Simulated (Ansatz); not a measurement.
# ZrH: scans of the energy surface

An exercise on one series of results from a longer session: the logs are not shown, and one member is left open.

Computed with Ansatz 0.2.0 (DFT r2SCAN, scalar-relativistic, plane waves, PAW, unless a step's input says otherwise).

## The system as given

The structure is tetragonal, space group P4_2/mmc (No. 131). Conventional cell: a = 3.243 Å, b = 3.243 Å, c = 4.948 Å, α = 90.00°, β = 90.00°, γ = 90.00°. Around Zr (site symmetry mmm) lie 4 H at 2.04 Å. Around H (site symmetry -4m2) lie 4 Zr at 2.04 Å.

As a file:

```cif
data_structure
_symmetry_space_group_name_H-M 'P 1'
_symmetry_Int_Tables_number 1
_cell_length_a 3.2428
_cell_length_b 3.2428
_cell_length_c 4.9480
_cell_angle_alpha 90.000
_cell_angle_beta 90.000
_cell_angle_gamma 90.000
_cell_volume 52.03
loop_
_atom_site_label
_atom_site_type_symbol
_atom_site_fract_x
_atom_site_fract_y
_atom_site_fract_z
_atom_site_occupancy
Zr1 Zr 0.00000 0.50000 0.00000 1
Zr2 Zr 0.50000 0.00000 0.50000 1
H1 H 0.00000 0.00000 0.75000 1
H2 H 0.00000 0.00000 0.25000 1
```

The cell is taken as given, not relaxed at this level.

## The reference cell

Reference values: F = -8423.9199 eV; pressure 0.99 GPa; largest force 0.000 eV/Å; gap on the mesh none (metal). It was computed beforehand with the settings of the runs below.

Set-up of the first run:

At fixed volume and fractional coordinates, lengths along (0.000, 0.000, 1.000) are scaled against those across it; ρ is that ratio over its starting value.

input.yaml

```yaml
crystal:
  lattice:
    - [3.4233088065, 0.0, 0.0]
    - [0.0, 3.4233088065, 0.0]
    - [0.0, 0.0, 4.439925076]
  atoms:
    - { symbol: Zr, position: [0.0, 0.5, 0.0] }
    - { symbol: Zr, position: [0.5, 0.0, 0.5] }
    - { symbol: H, position: [0.0, 0.0, 0.75] }
    - { symbol: H, position: [0.0, 0.0, 0.25] }
basis:
  ecutwfc: 500
kpoints:
  mp_grid: { grid: [16, 16, 12] }
hamiltonian:
  xc: r2scan
scf:
  occupations: { method: gaussian, width: 0.15 }
output:
  forces: true
  stress: true
  eigenvalues: true
```

The run is started by

```sh
$ ansatz run input.yaml --threads 1 --pin off --max-ram 2560MiB --backend cpu --events-out ev --progress --plain --runs-dir out
```

Steps of the session up to this table: ρ = 0.850; At ρ = 1.200; Point ρ = 0.920; Point ρ = 1.100; ρ = 0.960; At ρ = 1.050; ρ = 0.800; Point ρ = 1.300.

One table of the session follows, with a row left open; its other results are not shown here.

| ρ | ΔE (meV/atom) | pressure (GPa) |
| --- | --- | --- |
| 0.800 | 44.4 | 0.5 |
| 0.850 | 33.4 | 1.2 |
| 0.920 | ? | ? |
| 0.960 | 4.3 | 1.3 |
| 1.000 | 0.0 | 1.0 |
| 1.050 | 4.4 | 0.5 |
| 1.100 | 20.5 | 0.1 |
| 1.200 | 83.1 | -0.7 |
| 1.300 | 174.2 | -0.8 |

Q: Estimate the row for ρ = 0.920 from the others.

Worked estimate for «ΔE (meV/atom)». A straight line through the neighbours (0.850, 33.4) and (0.960, 4.3) gives 33.4 + (4.3 − 33.4) × (0.920 − 0.850) / (0.960 − 0.850) = 14.9; a parabola fitted to 4 rows on both sides gives 14.8.

As computed: ΔE (meV/atom): 14.1; pressure (GPa): 1.5. In «ΔE (meV/atom)» the line misses by +0.8 and the parabola by +0.7.
